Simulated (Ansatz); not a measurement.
Turn this script for Ansatz 0.2.0 through its Python package into the input file that the command-line program reads.

Script `bf2ge3h7.py`:
```python
# -*- coding: utf-8 -*-
'''Single point of BF2Ge3H7.'''

from dataclasses import dataclass

import ansatz as az


@dataclass(frozen=True)
class RunConfig:
    basis: str = '6-31G*'
    functional: str = 'b3lyp'


settings = RunConfig()

geometry_ang = [
    ('F', [3.9267, 0.9896, -0.0075]),
    ('B', [2.9768, -0.0976, 0.0238]),
    ('F', [3.3291, -1.3473, 0.6559]),
    ('Ge', [1.1488, 0.1363, -0.7963]),
    ('Ge', [-0.5159, -0.1721, 0.8936]),
    ('Ge', [-2.6838, 0.0961, -0.0826]),
    ('H', [1.0232, 1.5626, -1.3897]),
    ('H', [0.9445, -0.9138, -1.9178]),
    ('H', [-0.3164, 0.8813, 2.0129]),
    ('H', [-0.3874, -1.597, 1.4897]),
    ('H', [-3.7689, -0.1026, 1.0063]),
    ('H', [-2.8028, 1.5201, -0.6829]),
    ('H', [-2.8738, -0.9555, -1.2053]),
]
mol = az.Crystal.molecule()
for symbol, xyz in geometry_ang:
    mol = mol.atom(symbol, xyz)

model = (
    mol.calculation()
    .basis(gaussian=settings.basis)
    .functional(settings.functional)
)
outcome = model.run(threads=1, pin='off')
rep = outcome.report

print('reference energy %16.6f eV' % rep['reference_energy_ev'])
print('total energy     %16.6f eV' % rep['free_energy_ev'])
print('occupied (up, down):', rep['n_occupied'], ' virtual:', rep['n_virtual'], ' frozen:', rep['n_frozen'])
```

```console
$ python bf2ge3h7.py
reference energy   -175762.418109 eV
total energy       -175762.418109 eV
occupied (up, down): [63, 63]  virtual: [101, 101]  frozen: 0
```

`input.yaml`:
```yaml
crystal:
  periodic: [false, false, false]
  atoms:
    - { symbol: F, position_ang: [3.9267, 0.9896, -0.0075] }
    - { symbol: B, position_ang: [2.9768, -0.0976, 0.0238] }
    - { symbol: F, position_ang: [3.3291, -1.3473, 0.6559] }
    - { symbol: Ge, position_ang: [1.1488, 0.1363, -0.7963] }
    - { symbol: Ge, position_ang: [-0.5159, -0.1721, 0.8936] }
    - { symbol: Ge, position_ang: [-2.6838, 0.0961, -0.0826] }
    - { symbol: H, position_ang: [1.0232, 1.5626, -1.3897] }
    - { symbol: H, position_ang: [0.9445, -0.9138, -1.9178] }
    - { symbol: H, position_ang: [-0.3164, 0.8813, 2.0129] }
    - { symbol: H, position_ang: [-0.3874, -1.597, 1.4897] }
    - { symbol: H, position_ang: [-3.7689, -0.1026, 1.0063] }
    - { symbol: H, position_ang: [-2.8028, 1.5201, -0.6829] }
    - { symbol: H, position_ang: [-2.8738, -0.9555, -1.2053] }
basis:
  gaussian: { orbitals: "6-31G*" }
hamiltonian:
  xc: b3lyp
```

The program run on that file:
```console
$ ansatz run input.yaml --threads 1 --pin off --max-ram 4096MiB --backend cpu --events-out ev --progress --plain --runs-dir out
Engine: ansatz 0.2.0, aarch64-unknown-linux-gnu
Functional definition: B3LYP
  parameter a0 = 0.2
  parameter ax = 0.72
  parameter ac = 0.81
  exchange = (1 - a0 - ax)*slater_x + ax*b88_x + a0*exact_x
  correlation = (1 - ac)*vwn_rpa_c + ac*lyp_c
1547 factors; integrals over basis functions are off by at most 6.0e-4 eV
mean field evaluation 1: about -175760.1171 eV, gradient 4.1e1 eV
mean field evaluation 2: about -175756.8051 eV, gradient 6.3e1 eV
mean field evaluation 4: about -175762.3415 eV, gradient 1.6e0 eV
mean field evaluation 8: about -175762.4177 eV, gradient 1.3e-1 eV
mean field evaluation 16: about -175762.4178 eV, gradient 3.3e-5 eV
mean field -175762.41778590 eV, -6459.1497175862 hartree, gradient 3.3e-5 eV, S^2 0.000000; 0 other end points of the search recorded, 0 dependent functions left out
reference -175762.41810900 eV, -6459.1497294598 hartree; 63, 63 occupied and 101, 101 virtual orbitals, 1547 factors
Total energy: -175762.41810900 eV, -6459.1497294598 hartree
```

Caveats:
- These settings explore the input space; basis and method may be short of convergence.
- The geometry is a force-field or estimated start, not a minimum of this method, and the basis set is short of its limit.
- b3lyp holds the VWN-RPA fit, as in Gaussian; the form of ORCA and Turbomole is b3lyp5.
- The whole script took 12 s on 1 thread of Arm Neoverse V2, with other jobs on the host, peak memory 0.57 GiB.

(A comment or docstring line of the script was reworded after the run, the code is as it ran; lines on the test bed's own set-up are left out of the output.)
